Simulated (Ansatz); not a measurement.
Here is an Ansatz input file for Sr2MgIrO6, space group Fm-3m. Write the same calculation for the Python package.

```yaml
crystal:
  lattice:
    - [0.0, 3.986493, 3.986493]
    - [3.986493, 0.0, 3.986493]
    - [3.986493, 3.986493, 0.0]
  atoms:
    - { symbol: Sr, position: [0.75, 0.75, 0.75] }
    - { symbol: Sr, position: [0.25, 0.25, 0.25] }
    - { symbol: Mg, position: [0.0, 0.0, 0.0] }
    - { symbol: Ir, position: [0.5, 0.5, 0.5] }
    - { symbol: O, position: [0.743828, 0.743828, 0.256172] }
    - { symbol: O, position: [0.743828, 0.256172, 0.743828] }
    - { symbol: O, position: [0.256172, 0.743828, 0.256172] }
    - { symbol: O, position: [0.743828, 0.256172, 0.256172] }
    - { symbol: O, position: [0.256172, 0.256172, 0.743828] }
    - { symbol: O, position: [0.256172, 0.743828, 0.743828] }
basis:
  ecutwfc: 420.0
kpoints:
  mp_grid: { grid: [4, 4, 4], shift: [0.0, 0.0, 0.0] }
  band_path:
    path:
      - [0.375, 0.375, 0.75]
      - [0.0, 0.0, 0.0]
      - [0.5, 0.5, 0.5]
      - [0.5, 0.25, 0.75]
      - [0.5, 0.0, 0.5]
    npoints: 6
hamiltonian:
  xc: pbesol
  pseudopotentials: { kind: paw }
scf:
  n_extra_bands: 10
  occupations: { method: fermi_dirac, width: 0.1 }
output:
  dos: { de: 0.1, nscf_kmesh: { kspacing: 0.2 } }
  eigenvalues: true
```

The program run on that file:
```console
$ ansatz run input.yaml --threads 1 --pin off --max-ram 3072MiB --backend cpu --events-out ev --progress --plain --runs-dir out
scf.n_extra_bands = 10 over 42 filled bands (N_el = 83.0): the run solves 52 bands
Engine: ansatz 0.2.0, aarch64-unknown-linux-gnu
Pseudopotentials: kind: paw
Pseudopotential: Sr, paw, valence charge 10, recommended cutoff 420 eV (normal), Sr.paw.azcp
Pseudopotential: Mg, paw, valence charge 10, recommended cutoff 420 eV (normal), Mg.paw.azcp
Pseudopotential: Ir, paw, valence charge 17, recommended cutoff 420 eV (normal), Ir.paw.azcp
Pseudopotential: O, paw, valence charge 6, recommended cutoff 420 eV (normal), O.paw.azcp
Functional definition: PBEsol
  exchange = pbesol_x
  correlation = pbesol_c
Crystal: 10 atoms, lattice volume = 126.708 Å³
Basis set: ecut = 420 eV, 2445 PW (Γ)
Bands: 52, of which v1, the nominal top of the filled ones, is band 42 counted from 1 (41 counted from 0)
Symmetry: 48 space group operations
Space group: Fm-3m (ITA 225), of the structure as read, at distance tolerance 5.0e-5 Å
k-points: 8 of 64
Non-local potential: Sr, projectors of the file, l = 0: 3, l = 1: 2, l = 2: 2
Non-local potential: Mg, projectors of the file, l = 0: 3, l = 1: 2, l = 2: 1
Non-local potential: Ir, projectors of the file, l = 0: 3, l = 1: 2, l = 2: 2, l = 3: 1
Non-local potential: O, projectors of the file, l = 0: 2, l = 1: 2, l = 2: 1
PAW form: soft (Blöchl's): semilocal exchange-correlation on the pseudo side does not see the compensation charge
PAW frozen core: Sr, regenerated for the run's functional, and the local potential with it (the file was generated under x = pbe(κ = 0.804, μ = 0.2195149727645171), c = pbe(β = 0.06672455060314922))
PAW frozen core: Mg, regenerated for the run's functional, and the local potential with it (the file was generated under x = pbe(κ = 0.804, μ = 0.2195149727645171), c = pbe(β = 0.06672455060314922))
PAW frozen core: Ir, regenerated for the run's functional, and the local potential with it (the file was generated under x = pbe(κ = 0.804, μ = 0.2195149727645171), c = pbe(β = 0.06672455060314922))
PAW frozen core: O, regenerated for the run's functional, and the local potential with it (the file was generated under x = pbe(κ = 0.804, μ = 0.2195149727645171), c = pbe(β = 0.06672455060314922))
PAW one-centre angular grid: Sr, 110 points (default); XC on 64 Gauss nodes
PAW one-centre angular grid: Mg, 110 points (default); XC on 64 Gauss nodes
PAW one-centre angular grid: Ir, 590 points (default); XC on 64 Gauss nodes
PAW one-centre angular grid: O, 110 points (default); XC on 64 Gauss nodes
Initial density: superposition of atomic densities (neutral atoms: chi_scale 0, normalization atom), corrected by the library's trained network
Initial wavefunctions: pseudopotential atomic-orbital guess
Functional: x = pbesol(κ = 0.804, μ = 0.12345679012345678), c = pbesol(β = 0.046)
SCF iter   1: F=—  HF=-24066.775289 eV  |F-HF|=—  |Δ(HF+E_count)|=         —  Δρ=1.46e-2  dr2=2.24e-1  ethr=1.77e-3  ⟨swp⟩=7.4  Hψ=1752  notcnv=0  defer=7
preconditioner: auto → Kerker (q_TF=auto, 2.543 Å⁻¹)  [metal: Δε(μ)=0.147 eV  Ē_g=13.640 eV  σ=0.100 eV  W_gap=0.33  n_scr=26 (ndim 8)  ℏωp=26.2 eV  f_vac=0.001  D(μ)=6.13/eV (n_scr^D=58)]
SCF iter   2: F=—  HF=-24066.728572 eV  |F-HF|=—  |Δ(HF+E_count)|=   4.67e-2  Δρ=5.16e-3  dr2=3.63e-2  ethr=2.70e-4  ⟨swp⟩=2.1  Hψ=640  notcnv=0  defer=14
SCF iter   3: F=—  HF=-24066.720837 eV  |F-HF|=—  |Δ(HF+E_count)|=   7.73e-3  Δρ=1.22e-3  dr2=1.52e-3  ethr=4.37e-5  ⟨swp⟩=2.0  Hψ=665  notcnv=0  defer=14
SCF iter   4: F=—  HF=-24066.720788 eV  |F-HF|=—  |Δ(HF+E_count)|=   4.83e-5  Δρ=3.01e-4  dr2=2.32e-4  ethr=1.83e-6  ⟨swp⟩=2.2  Hψ=624  notcnv=0  defer=14
SCF iter   5: F=—  HF=-24066.720752 eV  |F-HF|=—  |Δ(HF+E_count)|=   3.66e-5  Δρ=1.68e-4  dr2=3.48e-5  ethr=2.79e-7  ⟨swp⟩=2.2  Hψ=674  notcnv=0  defer=14
SCF iter   6: F=—  HF=-24066.720747 eV  |F-HF|=—  |Δ(HF+E_count)|=   4.38e-6  Δρ=4.14e-5  dr2=3.80e-6  ethr=4.19e-8  ⟨swp⟩=2.8  Hψ=730  notcnv=0  defer=15
SCF iter   7: F=—  HF=-24066.720746 eV  |F-HF|=—  |Δ(HF+E_count)|=   1.18e-6  Δρ=1.34e-5  dr2=4.23e-7  ethr=4.58e-9  ⟨swp⟩=2.1  Hψ=681  notcnv=0  defer=15
SCF iter   8: F=-24066.720746 eV  HF=-24066.720746 eV  |F-HF|=3.83e-8  |Δ(HF+E_count)|=   1.71e-7  Δρ=3.60e-6  dr2=4.60e-8  ethr=1.20e-10  ⟨swp⟩=10.6  Hψ=1488  notcnv=0
SCF 1 converged in 8 iterations: F = -24066.720746 eV  dr2 = 4.60e-8
  greatest PAW one-centre occupation: 1.000 electrons in one spin orbital (limit 2), on the Mg atom at site 2 (counted from 0), in its partial waves of l = 0
NSCF: frozen V_eff on 25 k-points
NSCF: frozen V_eff on 20 k-points
SCF converged after 8 iterations
Free energy (F): -24066.720746 eV
Harris-Foulkes:  -24066.720746 eV  (|F-HF|=3.83e-8)
Internal energy: -24066.518410 eV  (E = F + TS)
E sigma→0 (E₀):  -24066.619578 eV
Entropy (-TS):   -0.202336 eV (-20.234 meV/atom)
Fermi energy:    9.958032 eV
--- Per-component energies (eV) ---
  E_band       = -720.837286
  E_kinetic    = 2228.520246
  E_local      = -6599.099077  (includes V_loc(G=0)·N_el)
  E_nonlocal   = 866.187146
  E_hartree    = 2278.184375
  E_xc         = -1074.738600
  E_vxc        = -1219.805673  (∫ρ·V_xc dr)
  E_paw        = -15569.029956  (= ΣΔE_a)
  E_vpaw       = -553.022401  (= ΣTr[D̂ρ^β])
  E_aug_tail   = 0.014619  (compensation charges beyond the density's cutoff)
  E_ewald      = -6197.361731
  E_core_change = 0.804569  (= ΣΔE_core)
  E_smearing   = -0.202336  (= −TS)
  E_closure    = 0.000000  (closes the sum)
  Σ components = -24066.720746   (vs F -24066.720746, Δ=0.00e0)
--- Band table (eV; the first three rows and the last of 8) ---
  k-point 0: bands = ["-84.2971", "-63.0714", "-41.0613", "-41.0613", "-41.0613", "-30.0309", "-30.0309", "-30.0309", "-23.6062", "-23.5592", "-8.6390", "-7.5242", "-7.5242", "-7.2314", "-7.2314", "-7.2314", "-5.8232", "-5.8232", "-5.8232", "-5.6043", "-5.6043", "-5.6043", "3.0399", "3.9410", "3.9410", "4.2251", "4.2251", "4.2251", "5.6919", "5.6919", "5.6919", "7.9224", "7.9224", "7.9224", "8.4334", "8.4334", "8.4334", "9.0224", "9.0224", "9.0224", "9.4828", "9.4828", "9.4828", "14.3410", "14.3410", "14.4474", "14.4833", "14.4833", "15.7626", "15.7626", "15.7626", "17.0057"]
  k-point 1: bands = ["-84.2972", "-63.0714", "-41.0613", "-41.0613", "-41.0613", "-30.0310", "-30.0309", "-30.0309", "-23.5985", "-23.5654", "-8.6051", "-7.6293", "-7.6293", "-7.5876", "-7.2110", "-7.2110", "-5.7156", "-5.7156", "-5.5658", "-5.5658", "-5.5315", "-5.4645", "3.4336", "3.7038", "3.7038", "4.1183", "4.2637", "4.2637", "5.3390", "6.1411", "6.1411", "7.3833", "7.3833", "7.4714", "8.0589", "8.3234", "8.3234", "8.6529", "8.6529", "8.8554", "9.6221", "9.7892", "9.7892", "14.1446", "14.1446", "15.1053", "15.1053", "15.3383", "16.1909", "16.3900", "16.3900", "17.3075"]
  k-point 2: bands = ["-84.2972", "-63.0714", "-41.0613", "-41.0613", "-41.0613", "-30.0310", "-30.0309", "-30.0309", "-23.5814", "-23.5811", "-8.5234", "-7.9216", "-7.7125", "-7.7125", "-7.2068", "-7.2068", "-5.6075", "-5.6075", "-5.5326", "-5.5326", "-5.3362", "-5.2928", "3.5188", "3.5188", "3.6629", "4.3139", "4.3139", "4.5624", "4.8070", "6.4893", "6.5802", "6.5802", "7.0149", "7.0149", "8.1903", "8.1903", "8.2579", "8.2579", "8.3151", "8.5701", "9.6681", "9.9492", "9.9492", "13.9868", "13.9868", "16.2945", "16.2959", "16.2959", "16.4034", "16.4034", "16.4130", "17.5934"]
  k-point 7: bands = ["-84.2972", "-63.0714", "-41.0613", "-41.0613", "-41.0613", "-30.0310", "-30.0310", "-30.0309", "-23.5808", "-23.5808", "-8.5454", "-8.1989", "-7.5972", "-7.4383", "-7.4383", "-7.2975", "-5.5446", "-5.5370", "-5.4343", "-5.4343", "-5.3089", "-5.2452", "2.8989", "3.5908", "4.0109", "4.0109", "4.4049", "4.5922", "6.0679", "6.0679", "6.1292", "7.0613", "7.0613", "7.3982", "7.3982", "7.5132", "7.5837", "7.7411", "8.4664", "8.4664", "9.9242", "9.9242", "10.4632", "13.2846", "14.1041", "16.5901", "16.5901", "17.0597", "17.1432", "17.1432", "17.3766", "17.4330"]
```

Run as a notebook:

```python
import warnings

import ansatz
from ase import Atoms
import numpy as np
```

```python
warnings.simplefilter("ignore", ansatz.DeckWarning)
```

```python
atoms = Atoms(
    ["Sr", "Sr", "Mg", "Ir", "O", "O", "O", "O", "O", "O"],
    scaled_positions=[
        [0.75, 0.75, 0.75],
        [0.25, 0.25, 0.25],
        [0.0, 0.0, 0.0],
        [0.5, 0.5, 0.5],
        [0.743828, 0.743828, 0.256172],
        [0.743828, 0.256172, 0.743828],
        [0.256172, 0.743828, 0.256172],
        [0.743828, 0.256172, 0.256172],
        [0.256172, 0.256172, 0.743828],
        [0.256172, 0.743828, 0.743828],
    ],
    cell=[
        [0.0, 3.986493, 3.986493],
        [3.986493, 0.0, 3.986493],
        [3.986493, 3.986493, 0.0],
    ],
    pbc=True,
)
xtal = ansatz.Crystal.from_ase(atoms)
```

```python
# high-symmetry points in fractions of the reciprocal vectors
path = [
    ("K", (0.375, 0.375, 0.75)),
    ("G", (0.0, 0.0, 0.0)),
    ("L", (0.5, 0.5, 0.5)),
    ("W", (0.5, 0.25, 0.75)),
    ("X", (0.5, 0.0, 0.5)),
]
job = (
    xtal.calculation()
    .pseudopotentials("paw")
    .basis(420)
    .functional("PBEsol")
    .kpoints(mesh=(4, 4, 4), center="gamma")
    .occupations("fermi_dirac", width=0.1)
    .band_structure([point for _, point in path], intervals=6)
    .scf(extra_bands=10)
    .density_of_states(energy_step=0.1, nscf_kmesh_spacing=0.2)
    .band_table()
)
session = job.session()
planned = session.plan(threads=1)
out = planned.execute()
rep = out.report
```

    

```python
rep["n_electrons"]
```

    83.0

```python
n_atoms = len(rep["lattice"]["sites"])
print("F =", round(rep["free_energy_ev"], 4), "eV for", n_atoms, "atoms")
print("E(sigma -> 0) =", round(rep["energy_sigma0_ev"], 4), "eV, TS =", round(rep["entropy_ts_ev"], 5), "eV")
print("closed by", rep["closed_by"], "after", rep["n_iterations"], "iterations")
```

    F = -24066.7207 eV for 10 atoms
    E(sigma -> 0) = -24066.6196 eV, TS = 0.20234 eV
    closed by deck_thresholds after 8 iterations

```python
dos = out.density_of_states()
energy = np.asarray(dos.energies_ev) - dos.fermi_ev
top = min(levels[-1] for levels in rep["eigenvalues_ev"]) - dos.fermi_ev  # the computed bands end here
for spin, channel in enumerate(dos.channels):
    g = np.asarray(channel.g_bin_mean_per_ev)
    peak = np.where(np.abs(energy) < 8, g, 0).argmax()
    print(f"channel {spin}: g(E_F) = {np.interp(0.0, energy, g):.3f} states/eV, highest peak within 8 eV {g[peak]:.2f} at {energy[peak]:.2f} eV")
grid = np.arange(-8, min(4, top), 0.5)
columns = [grid] + [np.interp(grid, energy, ch.g_bin_mean_per_ev) for ch in dos.channels]
np.savetxt("dos_sr2mgiro6.dat", np.column_stack(columns), fmt="%.3f", header="E-EF (eV), states/eV by channel")
```

    channel 0: g(E_F) = 7.028 states/eV, highest peak within 8 eV 18.35 at -5.65 eV

```python
# accept the result only where the loop met its thresholds and nothing is doubted
problems = list(rep["published_state_doubts"])
if not rep["converged"] or rep.get("closed_by") != "deck_thresholds":
    problems.append("loop closed by " + str(rep.get("closed_by")))
print("accepted" if not problems else f"check before use: {problems}")
```

    accepted

```python
bands = out.band_structure()
fermi = bands.fermi_energy_ev
print(f"zero of the bands: {fermi:.3f} eV, the Fermi level found on the SCF mesh")
for spin, channel in enumerate(bands.channels):
    print("channel", spin, "- computed levels within 4 eV of the Fermi level")
    for i, (label, _) in enumerate(path):
        levels = channel.eigenvalues_ev[i * 6] - fermi
        print(f"  {label:3s}", " ".join(f"{e:7.3f}" for e in levels if abs(e) < 4))
```

    zero of the bands: 9.958 eV, the Fermi level found on the SCF mesh
    channel 0 - computed levels within 4 eV of the Fermi level
      K    -3.718  -3.678  -3.119  -2.861  -2.672  -2.560  -2.453  -2.053  -1.950  -1.861  -1.221  -0.420   0.327   0.406   3.272
      G    -2.036  -2.036  -2.036  -1.525  -1.525  -1.525  -0.936  -0.936  -0.936  -0.475  -0.475  -0.475
      L    -3.469  -3.378  -3.378  -2.943  -2.943  -1.768  -1.768  -1.700  -1.700  -1.643  -1.388  -0.290  -0.009  -0.009
      W    -3.890  -3.890  -3.829  -2.897  -2.897  -2.560  -2.560  -2.445  -2.374  -2.217  -1.492  -1.492  -0.034  -0.034   0.505   3.327
      X    -3.436  -3.355  -2.747  -2.498  -2.498  -2.362  -2.362  -1.884  -1.884  -1.011  -0.828   0.515   0.515   2.912

These settings explore the input space; cutoff and mesh may be short of convergence. The cell holds an odd number of electrons and is run without spin, so a magnetic state may lie lower. The mesh is modest for a metal, so energies can be off by several to tens of meV an atom and pressures by half a GPa or more; differences at equal mesh fare better. This cell is a computed structure, which may not be the phase found in nature. Levels are Kohn-Sham eigenvalues on this mesh, without spin-orbit coupling. The computed bands are complete only to about 7.0 eV above the Fermi level; beyond that the density of states is undercounted. Timing: 11 s on 1 thread of Arm Neoverse V2, with other jobs on the host, peak memory 0.46 GiB.

(Lines on the test bed's own set-up are left out of the output.)
